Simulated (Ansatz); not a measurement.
**RPA@PBE/STO-3G run of InF (SMILES [F][In])**

What is the electronic atomisation energy of InF at RPA@PBE/STO-3G? 

Program for the calculation: Ansatz 0.2.0.

39 further runs of the same task are left out: 3 that didn't finish, 36 set aside as unsound or not needed.

### 1 The system as given

InF has 2 atoms, charge 0, and is taken as a singlet. SMILES: `[F][In]`. Geometry: relaxed at PBE0-D4/def2-TZVP.

Bond lengths: F1–In2 1.994 Å.

### 2 The energy at RPA@PBE/STO-3G

Contents of input.yaml:

```yaml
crystal:
  periodic: [false, false, false]
  atoms:
    - symbol: F
      position_ang: [0.000000, 0.000000, 0.015910]
    - symbol: In
      position_ang: [-0.000000, -0.000000, 2.009580]
basis:
  gaussian:
    orbitals: STO-3G
correlation:
  method: rpa
  frozen_orbitals: {F: 1, In: 18}
accuracy: high
hamiltonian:
  xc: pbe
```

Started as:

```console
$ ansatz run input.yaml --threads 1 --pin off --max-ram 3480MiB --events-out events.jsonl --progress --plain --runs-dir runs
```

Log:

```text
Warning: RAYON_NUM_THREADS=1 ignored (pool sized by the plan → 1); use --threads N
Functional definition: PBE
  name "PBE"
  parameter kappa = 0.804
  parameter beta = 0.06672455060314922
  exchange = pbe_x(kappa = kappa, mu = beta*pi^2/3)
  correlation = pbe_c(beta = beta)
564 factors; integrals over basis functions are off by at most 4.7e-9 eV
mean field evaluation 1: about -157349.3803 eV, gradient 1.4e1 eV
mean field evaluation 2: about -157349.3610 eV, gradient 1.4e1 eV
mean field evaluation 4: about -157348.8346 eV, gradient 2.3e1 eV
mean field evaluation 8: about -157350.4079 eV, gradient 4.5e-3 eV
mean field evaluation 16: about -157350.4079 eV, gradient 2.6e-8 eV
mean field -157350.40788884 eV, -5782.5208339776 hartree, gradient 2.2e-8 eV, S^2 0.000000; 0 other end points of the search recorded, 0 dependent functions left out
19 core orbitals not correlated: weight in the atoms' cores, before any rotation towards them, 1.000 or more for the frozen orbitals, at most 0.000 for the correlated occupied ones
reference -157304.59297841 eV, -5780.8371670740 hartree; 10, 10 occupied and 3, 3 virtual orbitals, 564 factors
Total energy: -157308.73523416 eV, -5780.9893921651 hartree
```

Run time: 1.5 s. Hardware: 1 thread of Arm Neoverse V2, shared host; peak memory 0.1 GiB.

### 3 The F atom, same level

Contents of input.yaml:

```yaml
crystal:
  periodic: [false, false, false]
  atoms:
    - {symbol: F, position_ang: [0.000000, 0.000000, 0.000000]}
basis:
  gaussian: {orbitals: STO-3G}
magnetization: {spin_polarized: true, initial_magnetization: 1}
hamiltonian: {xc: {name: PBE}}
correlation: {method: rpa, frozen_orbitals: {F: 1}}
accuracy: high
```

Run the same way, it converges to -98.01752 Eh (log not shown).

### 4 The In atom

Contents of job.yaml:

```yaml
crystal:
  periodic: [false, false, false]
  atoms:
    - {symbol: In, position_ang: [0.000000, 0.000000, 0.000000]}
basis:
  gaussian:
    orbitals: STO-3G
correlation:
  method: rpa
  frozen_orbitals: {In: 18}
accuracy: high
hamiltonian:
  xc: {name: PBE}
magnetization:
  spin_polarized: true
  initial_magnetization: 1
```

Started as:

```console
$ ansatz run job.yaml --threads 1 --pin off --max-ram 3480MiB --events-out events.jsonl --progress --plain --runs-dir runs
```

Log, shortened:

```text
Warning: RAYON_NUM_THREADS=1 ignored (pool sized by the plan → 1); use --threads N
Functional definition: PBE
  name "PBE"
[...]
251 factors; integrals over basis functions are off by at most 4.7e-9 eV
[...]
mean field -154672.53779491 eV, -5684.1109231515 hartree, gradient 1.0e-8 eV, S^2 0.750000; 3 other end points of the search recorded, 0 dependent functions left out
18 core orbitals not correlated: weight in the atoms' cores, before any rotation towards them, 1.000 or more for the frozen orbitals, at most 0.000 for the correlated occupied ones
reference -154636.17481771 eV, -5682.7746083868 hartree; 7, 6 occupied and 2, 3 virtual orbitals, 251 factors
Total energy: -154637.89450264 eV, -5682.8378056424 hartree
```

Wall time 2 s (1 thread of Arm Neoverse V2, shared host); peak memory 0.1 GiB.

### 5 Summary of results

Level: RPA@PBE/STO-3G, 19 core orbitals frozen.

| quantity | value |
| --- | --- |
| molecule: total energy | -5780.98939 Eh |
| molecule: RPA correlation energy (valence) | -152.2 mEh |
| F atom: total energy | -98.01752 Eh |
| F atom: RPA correlation energy (valence) | -31.0 mEh |
| F atom: ⟨S²⟩ of the reference determinant | 0.750 |
| In atom: total energy | -5682.83781 Eh |
| In atom: RPA correlation energy (valence) | -63.2 mEh |
| In atom: ⟨S²⟩ of the reference determinant | 0.750 |
| electronic atomisation energy | 3.648 eV |

**Reading.** Taking the molecule apart into free atoms costs 3.65 eV (352 kJ/mol), before zero-point energy and without spin-orbit coupling. In a minimal basis such a difference can be off by several eV, whatever the method. Relativity is left out (molecule) although the molecule holds a heavy atom. Relativity is left out (In atom) although the molecule holds a heavy atom.
